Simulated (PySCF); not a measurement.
**C2H5N3Si: electronic excitations and core binding energies**

Aim: predict the electronic excitations and core binding energies of C2H5N3Si (`[SiH3]c1cnn[nH]1`).

The runs use PySCF 2.14.0, with density-fitted response routines of our own; the level of theory stands in each step. All values are computed, except where a source is named. Atoms are numbered from 0 throughout.

## (1) The starting structure

11 atoms, charge 0, multiplicity 1; geometry from: GFN2-xTB.

Bonds of the start (Å): Si0–C1 1.87, C1–C2 1.39, C2–N3 1.34, N3–N4 1.28, N4–N5 1.33, N5–C1 1.36, Si0–H6 1.47, Si0–H7 1.46, Si0–H8 1.46, C2–H9 1.07, N5–H10 1.01.

## (2) Ultraviolet spectrum: wB97X-D/def2-SVPD

What the job is given:

```
{"job": {"kind": "uv", "xc": "wB97X-D", "basis": "def2-SVPD", "nstates": 8, "ntriplets": 3}, "charge": 0, "multiplicity": 1}
Si    -1.716248    -0.152582    -0.065824
C      0.141311     0.061171    -0.005498
C      0.966698     1.174192    -0.013791
N      2.245251     0.771818     0.061531
N      2.281497    -0.504251     0.117244
N      1.035551    -0.957662     0.079319
H     -1.976367    -1.517444    -0.533611
H     -2.259277     0.838595    -0.989939
H     -2.256991     0.024428     1.282401
H      0.703947     2.210109    -0.070087
H      0.840053    -1.945704     0.112291
```

Level: TDDFT wB97X-D/def2-SVPD, vertical, gas phase, core orbitals frozen in the response.

On the command line:

```bash
OMP_NUM_THREADS=1 python probes_run.py task.json out
```

One launch serves the whole session: the jobs run in the order shown.

**Question.** This job is followed by: delta-SCF UKS SCAN, pcX-2 on the ionised atom, pcseg-1 elsewhere, spin-free X2C. What will the session give for the following? lowest singlet (wB97X-D/def2-SVPD); brightest single state of those computed; lowest triplet; surface potential, 1st and 99th percentile; N1s binding energies, SCAN/pcX-2; C1s binding energies, SCAN/pcX-2; Si1s binding energies, SCAN/pcX-2; Si2p binding energies, SCAN/pcX-2.

The runs gave:

| quantity | value |
| --- | --- |
| lowest singlet (wB97X-D/def2-SVPD) | 5.67 eV (219 nm), f = 0.006 |
| brightest single state of those computed | state 2, 6.56 eV, f = 0.238 |
| lowest triplet | 4.56 eV |
| surface potential, 1st and 99th percentile | -1.95 V and 2.70 V |
| N1s binding energies, SCAN/pcX-2 | N5 407.48, N4 406.23, N3 405.48 eV |
| C1s binding energies, SCAN/pcX-2 | C1 291.39, C2 291.15 eV |
| Si1s binding energies, SCAN/pcX-2 | Si0 1847.15 eV |
| Si2p binding energies, SCAN/pcX-2 | Si0 107.61 eV |

**Reading.** The first singlet state (HOMO−1→LUMO 0.87) lies at 5.67 eV and is weak; of the 8 states computed, the strongest absorption comes from state 2 at 6.56 eV. The lowest triplet lies 1.11 eV below the lowest singlet (triplets in Tamm-Dancoff, singlets in full TDDFT). The N1s levels kept as sound span 2.00 eV, from N3 (pyridine-type nitrogen of an azole) up to N5 (pyrrole-type ring nitrogen). C1 (substituted aromatic carbon next to a ring nitrogen) binds its C1s electron 0.24 eV more tightly than C2 (aromatic CH next to a ring nitrogen).
